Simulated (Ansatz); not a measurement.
This script drives Ansatz 0.2.0 through its Python package.

The script, `opt_bfh6si2.py`:
```python
"""Geometry optimisation of BFH6Si2."""

import argparse
import itertools
import logging
import sys

import ansatz as az
from ase.data import atomic_numbers, covalent_radii
import numpy as np

logging.basicConfig(stream=sys.stdout, format="%(name)s: %(message)s")
log = logging.getLogger("bfh6si2")
log.setLevel(logging.INFO)

parser = argparse.ArgumentParser(description="Geometry optimisation of BFH6Si2.")
parser.add_argument("--basis", required=True, help="Gaussian basis set")
parser.add_argument("--xc", required=True, help="exchange-correlation functional")
args = parser.parse_args()


def main() -> None:
    bfh6si2 = (
        az.Crystal.molecule()
        .atom("B", (-0.2538, 1.7509, -0.4454))
        .atom("Si", (0.496, 0.0458, -0.7113))
        .atom("F", (-0.0087, -0.5776, -2.2151))
        .atom("Si", (-0.1048, -1.3034, 0.9189))
        .atom("H", (-0.0939, 2.3931, 0.5184))
        .atom("H", (-1.0047, 2.2654, -1.2926))
        .atom("H", (1.9913, 0.1722, -0.6677))
        .atom("H", (-1.6054, -1.4146, 0.8746))
        .atom("H", (0.237, -0.7438, 2.2631))
        .atom("H", (0.43, -2.6392, 0.76))
    )

    setup = bfh6si2.calculation().basis(gaussian=args.basis).functional(args.xc)
    symbols = [site.symbol for site in bfh6si2.cartesian_sites]
    start = np.array([site.position_ang for site in bfh6si2.cartesian_sites], dtype=float)
    def progress(event):
        if event["event"] == "relax_step":
            row = event["data"]
            log.info(f"step {row['step']:3d}  E = {row['lagrangian_ev']:.6f} eV  largest force component {row['allowed_force_max_ev_ang']:.4f} eV/A")


    r = setup.relax(force_tolerance=0.01).session().plan().execute(on_event=progress).report
    end = np.array(r["positions_ang"])

    for key in ("converged", "free_energy_ev", "reference_energy_ev", "n_frozen", "n_occupied", "n_virtual"):
        log.info(f"{key:22s} {r[key]}")

    # pairs closer than 1.2 times the sum of covalent radii, before or after
    radius = [covalent_radii[atomic_numbers[s]] for s in symbols]
    span = lambda where, i, j: np.linalg.norm(where[i] - where[j])
    bonded = [(i, j) for i, j in itertools.combinations(range(len(symbols)), 2) if min(span(start, i, j), span(end, i, j)) < 1.2 * (radius[i] + radius[j])]
    log.info("pair        before    after (A)")
    for i, j in bonded:
        print(f"{symbols[i]}{i}-{symbols[j]}{j}".ljust(10), f"{span(start, i, j):8.4f} {span(end, i, j):8.4f}")

    charges = r["charge_distribution"]
    dipole = np.array(charges["dipole_moment_e_ang"]) * 4.803205
    log.info("dipole (D): {:.3f} {:.3f} {:.3f}, length {:.3f}".format(*dipole, np.linalg.norm(dipole)))
    log.info("atom  Mulliken   Lowdin")
    for symbol, m, l in zip(symbols, charges["mulliken_charges_e"], charges["lowdin_charges_e"]):
        log.info(f"{symbol:4s} {m:9.3f} {l:8.3f}")
    with open("bfh6si2_opt.xyz", "w") as handle:
        handle.write(f"{len(symbols)}\nrelaxed BFH6Si2\n")
        handle.writelines(f"{s:2s} {x:11.6f} {y:11.6f} {z:11.6f}\n" for s, (x, y, z) in zip(symbols, end))


if __name__ == "__main__":
    main()
```

It is started by `python opt_bfh6si2.py --basis def2-SVP --xc B3LYP`. How long does it take on 1 thread of Arm Neoverse V2 (shared host), and how much memory does it need?

It took about 31 s, with a peak of 0.26 GiB, for 1 run of the engine.

```console
$ python opt_bfh6si2.py --basis def2-SVP --xc B3LYP
bfh6si2: step   1  E = -19239.490530 eV  largest force component 2.9332 eV/A
bfh6si2: step   2  E = -19239.852502 eV  largest force component 1.3528 eV/A
bfh6si2: step   3  E = -19239.907241 eV  largest force component 0.7923 eV/A
bfh6si2: step   4  E = -19239.928611 eV  largest force component 0.1854 eV/A
bfh6si2: step   5  E = -19239.930241 eV  largest force component 0.0299 eV/A
bfh6si2: step   6  E = -19239.930465 eV  largest force component 0.0170 eV/A
bfh6si2: step   7  E = -19239.930557 eV  largest force component 0.0069 eV/A
bfh6si2: converged              True
bfh6si2: free_energy_ev         -19239.930831113576
bfh6si2: reference_energy_ev    -19239.930831113576
bfh6si2: n_frozen               0
bfh6si2: n_occupied             [24, 24]
bfh6si2: n_virtual              [70, 70]
bfh6si2: pair        before    after (A)
B0-Si1       1.8816   1.9986
B0-H4        1.1691   1.2074
B0-H5        1.2435   1.2048
Si1-F2       1.7043   1.6430
Si1-Si3      2.1997   2.3714
Si1-H6       1.5013   1.4965
Si3-H7       1.5054   1.4927
Si3-H8       1.4956   1.4936
Si3-H9       1.4476   1.4920
bfh6si2: dipole (D): 0.147 0.785 1.150, length 1.400
bfh6si2: atom  Mulliken   Lowdin
bfh6si2: B       -0.071   -0.092
bfh6si2: Si       0.517    0.211
bfh6si2: F       -0.354   -0.050
bfh6si2: Si       0.191    0.239
bfh6si2: H       -0.001   -0.016
bfh6si2: H        0.012   -0.014
bfh6si2: H       -0.091   -0.067
bfh6si2: H       -0.069   -0.072
bfh6si2: H       -0.075   -0.072
bfh6si2: H       -0.060   -0.068
```

It writes `bfh6si2_opt.xyz`:
```text
10
relaxed BFH6Si2
B    -0.304760    1.884566   -0.518421
Si    0.533791    0.086073   -0.756677
F     0.150869   -0.618289   -2.190806
Si   -0.183229   -1.379162    0.964481
H    -0.011476    2.530009    0.458935
H    -1.127328    2.336380   -1.273959
H     2.025941    0.183301   -0.696701
H    -1.671773   -1.490225    0.976344
H     0.269359   -0.848285    2.285174
H     0.401606   -2.735568    0.754530
```

Caveats:
- Total energies depend on the basis set; only differences at equal settings carry meaning.
- The end point is the stationary point reached from this start; no frequency run checks that it is a minimum, and the basis set is modest.
- The Löwdin charges here are taken after orthogonalising the functions within each atom; they differ from plain Löwdin charges, and their signs can be unphysical.
